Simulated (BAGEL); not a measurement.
**AlSi2H5O (SMILES [SiH3][Al]1[O][SiH2]1) at RI-MP2/6-31G(d) (density fitting with qzvpp-jkfit, spherical functions)**

Aim: the energy change on altering one bond length of AlSi2H5O at RI-MP2/6-31G* (density fitting with qzvpp-jkfit, spherical functions), from 2 runs. 

The results are computed with BAGEL 1.2.2.

**1. The molecule**

AlSi2H5O: 9 atoms, total charge 0, spin state singlet. SMILES: `[SiH3][Al]1[O][SiH2]1`. Geometry: relaxed at PBE0-D4/def2-TZVP.

Bond lengths: Si1–Al2 2.450 Å, Al2–O3 1.745 Å, Al2–Si4 2.280 Å, O3–Si4 1.688 Å, Si1–H5 1.488 Å, Si1–H6 1.489 Å, Si1–H7 1.487 Å, Si4–H8 1.490 Å, Si4–H9 1.490 Å. Some angles: Si1–Al2–O3 129.7°, Si1–Al2–Si4 177.0°, O3–Al2–Si4 47.3°, Al2–O3–Si4 83.2°, Al2–Si4–O3 49.5°, Al2–Si1–H5 109.6°, Al2–Si1–H6 109.4°, Al2–Si1–H7 111.5°, Al2–Si4–H8 126.2°, Al2–Si4–H9 126.3°.

**2. A single-point energy at RI-MP2/6-31G(d) (density fitting with qzvpp-jkfit, spherical functions)**

input.json reads:

```json
{ "bagel" : [

{
  "title" : "molecule",
  "basis" : "6-31gs.json",
  "df_basis" : "qzvpp-jkfit",
  "angstrom" : true,
  "geometry" : [
    { "atom" : "Si", "xyz" : [   -0.652900,    1.717100,   -1.334700 ] },
    { "atom" : "Al", "xyz" : [   -0.124900,   -0.148900,    0.162800 ] },
    { "atom" : "O", "xyz" : [    1.392700,   -0.965300,    0.434300 ] },
    { "atom" : "Si", "xyz" : [    0.478600,   -1.877700,    1.520900 ] },
    { "atom" : "H", "xyz" : [   -1.763800,    1.326700,   -2.244900 ] },
    { "atom" : "H", "xyz" : [   -1.100100,    2.886400,   -0.529300 ] },
    { "atom" : "H", "xyz" : [    0.526500,    2.112800,   -2.150200 ] },
    { "atom" : "H", "xyz" : [    0.403300,   -3.327600,    1.187000 ] },
    { "atom" : "H", "xyz" : [    0.929000,   -1.770000,    2.936900 ] }
  ]
},
{
  "title" : "hf"
},
{
  "title" : "mp2",
  "ncore" : 16
}

]}
```

The basis set 6-31G* is read from a file made from the Basis Set Exchange's data (not shown).

Started as:

```bash
$ BAGEL_NUM_THREADS=1 BAGEL input.json > input.out
```

Standard output:

```text
* using 1 threads per process

  ===============================================================
  ===============================================================

  *** Geometry ***

  { "atom" : "Si", "xyz" : [     -1.233802,      3.244849,     -2.522217 ] },
  { "atom" : "Al", "xyz" : [     -0.236027,     -0.281380,      0.307647 ] },
  { "atom" : "O", "xyz" : [      2.631822,     -1.824153,      0.820708 ] },
  { "atom" : "Si", "xyz" : [      0.904423,     -3.548339,      2.874084 ] },
  { "atom" : "H", "xyz" : [     -3.333099,      2.507100,     -4.242246 ] },
  { "atom" : "H", "xyz" : [     -2.078888,      5.454505,     -1.000232 ] },
  { "atom" : "H", "xyz" : [      0.994941,      3.992613,     -4.063289 ] },
  { "atom" : "H", "xyz" : [      0.762127,     -6.288253,      2.243105 ] },
  { "atom" : "H", "xyz" : [      1.755556,     -3.344815,      5.549937 ] },

  Number of auxiliary basis functions:      551

  Since a DF basis is specified, we compute 2- and 3-index integrals:
    o Being stored without compression. Storage requirement is 0.027 GB

  Number of basis functions:       78
  Number of electrons      :       54

    * METHOD: MOLECULE                             0.28

  *** RHF ***

  === Nuclear Repulsion ===
   235.0134388000

      * DIIS with orbital gradients will be used.

  === RHF iteration (6-31gs.json) ===
      0       -897.20858581          0.02369931           0.08
      1       -897.28637726          0.02360462           0.07
      2       -897.51442843          0.00182641           0.08
      3       -897.51803273          0.00039982           0.08
      4       -897.51819962          0.00009499           0.08
      5       -897.51821299          0.00002711           0.08
      6       -897.51821429          0.00000912           0.08
      7       -897.51821445          0.00000301           0.08
      8       -897.51821446          0.00000069           0.08
      9       -897.51821446          0.00000020           0.07
     10       -897.51821446          0.00000006           0.08
     11       -897.51821446          0.00000002           0.07
     12       -897.51821446          0.00000001           0.07
    * SCF iteration converged.

    * Permanent dipole moment:
           (    0.821102,    -0.412572,     0.124119) a.u.

    * METHOD: HF                                   1.17

  *** RHF ***

  === Nuclear Repulsion ===
   235.0134388000

      * DIIS with orbital gradients will be used.

  === RHF iteration (6-31gs.json) ===
      0       -897.51821446          0.00000000           0.08
    * SCF iteration converged.

    * Permanent dipole moment:
           (    0.821102,    -0.412571,     0.124119) a.u.

  === DF-MP2 calculation ===

    * freezing 16 orbitals
    * 3-index integral transformation done
    * assembly done

      MP2 correlation energy:   -0.3895467840      0.03

      MP2 total energy:       -897.9077612480

    * METHOD: MP2                                  0.20

  ===============================================================
```

Run time: 1.8 s. Hardware: 1 thread of Arm Neoverse V2, shared host; peak memory 0.13 GiB.

**3. The distorted shape at the same level**

job.json reads:

```json
{ "bagel" : [

{
  "title" : "molecule",
  "basis" : "6-31gs.json",
  "df_basis" : "qzvpp-jkfit",
  "angstrom" : "true",
  "geometry" : [
    { "atom" : "Si", "xyz" : [      -0.562538,       3.457018,      -0.934011 ] },
    { "atom" : "Al", "xyz" : [      -0.034538,       1.591018,       0.563489 ] },
    { "atom" : "O", "xyz" : [       1.483062,       0.774618,       0.834989 ] },
    { "atom" : "Si", "xyz" : [       0.568962,      -0.137782,       1.921589 ] },
    { "atom" : "H", "xyz" : [      -1.673438,       3.066618,      -1.844211 ] },
    { "atom" : "H", "xyz" : [      -1.009738,       4.626318,      -0.128611 ] },
    { "atom" : "H", "xyz" : [       0.616862,       3.852718,      -1.749511 ] },
    { "atom" : "H", "xyz" : [       0.403300,      -3.327600,       1.187000 ] },
    { "atom" : "H", "xyz" : [       1.019362,      -0.030082,       3.337589 ] }
  ]
},

{
  "title" : "hf"
},

{
  "title" : "mp2",
  "ncore" : 16
}

]}
```

The basis set 6-31G* is read from a file made from the Basis Set Exchange's data (not shown).

Started as:

```bash
$ BAGEL_NUM_THREADS=1 BAGEL job.json > job.out
```

Standard output:

```text
* using 1 threads per process

  ===============================================================
  ===============================================================

  *** Geometry ***

  { "atom" : "Si", "xyz" : [     -1.063043,      6.532817,     -1.765025 ] },
  { "atom" : "Al", "xyz" : [     -0.065267,      3.006588,      1.064840 ] },
  { "atom" : "O", "xyz" : [      2.802581,      1.463816,      1.577901 ] },
  { "atom" : "Si", "xyz" : [      1.075182,     -0.260370,      3.631277 ] },
  { "atom" : "H", "xyz" : [     -3.162340,      5.795068,     -3.485054 ] },
  { "atom" : "H", "xyz" : [     -1.908128,      8.742474,     -0.243040 ] },
  { "atom" : "H", "xyz" : [      1.165700,      7.280582,     -3.306097 ] },
  { "atom" : "H", "xyz" : [      0.762127,     -6.288253,      2.243105 ] },
  { "atom" : "H", "xyz" : [      1.926315,     -0.056847,      6.307129 ] },

  Number of auxiliary basis functions:      551

  Since a DF basis is specified, we compute 2- and 3-index integrals:
    o Being stored without compression. Storage requirement is 0.027 GB

  Number of basis functions:       78
  Number of electrons      :       54

    * METHOD: MOLECULE                             0.27

  *** RHF ***

  === Nuclear Repulsion ===
   230.6671584518

      * DIIS with orbital gradients will be used.

  === RHF iteration (6-31gs.json) ===
      0       -896.99271221          0.02397028           0.08
      1       -897.08863488          0.02412271           0.07
      2       -897.32295649          0.00202405           0.07
      3       -897.32781720          0.00080295           0.08
      4       -897.32863077          0.00027790           0.08
      5       -897.32878986          0.00010890           0.07
      6       -897.32882430          0.00004614           0.07
      7       -897.32883122          0.00001527           0.07
      8       -897.32883168          0.00000773           0.07
      9       -897.32883175          0.00000316           0.07
     10       -897.32883177          0.00000112           0.07
     11       -897.32883177          0.00000051           0.07
     12       -897.32883177          0.00000018           0.07
     13       -897.32883177          0.00000006           0.07
     14       -897.32883177          0.00000003           0.07
     15       -897.32883177          0.00000001           0.07
     16       -897.32883177          0.00000001           0.07
    * SCF iteration converged.

    * Permanent dipole moment:
           (    0.881603,    -2.448271,     0.108684) a.u.

    * METHOD: HF                                   1.43

  *** RHF ***

  === Nuclear Repulsion ===
   230.6671584518

      * DIIS with orbital gradients will be used.

  === RHF iteration (6-31gs.json) ===
      0       -897.32883177          0.00000000           0.07
    * SCF iteration converged.

    * Permanent dipole moment:
           (    0.881603,    -2.448272,     0.108684) a.u.

  === DF-MP2 calculation ===

    * freezing 16 orbitals
    * 3-index integral transformation done
    * assembly done

      MP2 correlation energy:   -0.4193049564      0.03

      MP2 total energy:       -897.7481367283

    * METHOD: MP2                                  0.19

  ===============================================================
```

Run time: 2 s. Hardware: 1 thread of Arm Neoverse V2, shared host; peak memory 0.13 GiB.

**4. Outcome**

Level: RI-MP2/6-31G* (density fitting with qzvpp-jkfit, spherical functions), 16 core orbitals frozen.

| quantity | value |
| --- | --- |
| first shape: total energy | -897.90776 Eh |
| first shape: correlation energy (16 core orbitals frozen) | -389.5 mEh |
| distorted shape: total energy | -897.74814 Eh |
| distorted shape: correlation energy (16 core orbitals frozen) | -419.3 mEh |
| energy change with the Si4–H8 bond stretched from 1.490 to 3.277 Å | 4.344 eV |

**Reading.** With the Si4–H8 bond stretched from 1.490 to 3.277 Å the energy rises by 4.34 eV (100 kcal/mol). The first shape isn't relaxed at this level, so the change isn't measured from a minimum. A restricted reference can't describe the breaking bond well at this length.
